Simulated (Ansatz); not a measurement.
# CH5B2N: the cost of one run

All numbers are computed with Ansatz 0.2.0, driven from Python. The levels of theory stand in the script.

## 1. The structure

Bond lengths: B1–B2 1.603 Å, B2–C3 1.561 Å, C3–N4 1.254 Å, B1–H5 1.231 Å, B1–H6 1.208 Å, B2–H7 1.191 Å, C3–H8 1.112 Å, N4–H9 1.087 Å. Angles: B1–B2–C3 123.2°, B1–B2–H7 118.4°, C3–B2–H7 118.3°, B2–B1–H5 120.5°, B2–B1–H6 125.3°, H5–B1–H6 114.0°, B2–C3–N4 125.0°, B2–C3–H8 116.8°, N4–C3–H8 117.5°, C3–N4–H9 123.3°.

No structure file is read: the coordinates are typed or built in the script.

## 2. The code

Input file torsion.py:

```python
"""Energy of CH5B2N as one group turns about a bond."""

import warnings

import ansatz as az
from ase import Atoms

warnings.simplefilter("ignore", az.DeckWarning)

atoms = Atoms(["B", "B", "C", "N", "H", "H", "H", "H", "H"], positions=[
    (-0.4826, 1.2562, -0.5482),
    (0.3447, -0.106, -0.7217),
    (0.4655, -1.1829, 0.4025),
    (0.0218, -1.0573, 1.5684),
    (-0.5863, 2.0485, -1.4844),
    (-1.1003, 1.5777, 0.4392),
    (0.9182, -0.2944, -1.7479),
    (1.1341, -2.0476, 0.1989),
    (-0.6266, -0.2404, 1.876),
])

# start the scan from a relaxed geometry
first = (
    az.Crystal.molecule_from_ase(atoms).calculation()
    .basis(gaussian="6-31G*")  # the orbital basis, by name
    .functional("pbe0")
    .relax(force_tolerance=0.02, max_steps=80)
)
atoms.positions = first.run(threads=1, backend="cpu").report["positions_ang"]

start = atoms.get_dihedral(0, 1, 2, 3)
energies = {}
for turn in range(0, 360, 40):
    turned = atoms.copy()
    turned.set_dihedral(0, 1, 2, 3, start + turn, indices=[2, 3, 7, 8])
    calculation = (
        az.Crystal.molecule_from_ase(turned).calculation()
        .basis(gaussian="6-31G*")
        .correlation("MP2")  # correlation on top of the mean field
    )
    energies[round((start + turn) % 360)] = calculation.run(threads=1, backend="cpu").report["free_energy_ev"]
floor = min(energies.values())
print("dihedral B0-B1-C2-N3 (deg)   E - E(min) (kcal/mol)")
for angle, e in sorted(energies.items()):
    print(f"{angle:8d} {23.060548 * (e - floor):14.3f}  " + "#" * int(30 * (e - floor) / max(max(energies.values()) - floor, 1e-9)))
```

## 3. The calls as engine input

The package turns the script's settings into the engine's input (first run):

```yaml
crystal:
  periodic: [false, false, false]
  atoms:
    - { symbol: B, position_ang: [-0.4826, 1.2562, -0.5482] }
    - { symbol: B, position_ang: [0.3447, -0.106, -0.7217] }
    - { symbol: C, position_ang: [0.4655, -1.1829, 0.4025] }
    - { symbol: "N", position_ang: [0.0218, -1.0573, 1.5684] }
    - { symbol: H, position_ang: [-0.5863, 2.0485, -1.4844] }
    - { symbol: H, position_ang: [-1.1003, 1.5777, 0.4392] }
    - { symbol: H, position_ang: [0.9182, -0.2944, -1.7479] }
    - { symbol: H, position_ang: [1.1341, -2.0476, 0.1989] }
    - { symbol: H, position_ang: [-0.6266, -0.2404, 1.876] }
basis:
  gaussian:
    orbitals: "6-31G*"
hamiltonian:
  xc: pbe0
relax:
  f_tol: 0.02
  max_steps: 80
```

## 4. Launch

Command:

```sh
> python torsion.py
```

What time and memory should one allow on 1 thread of Arm Neoverse V1, shared host?

About 57 s, with a peak of 0.21 GiB.
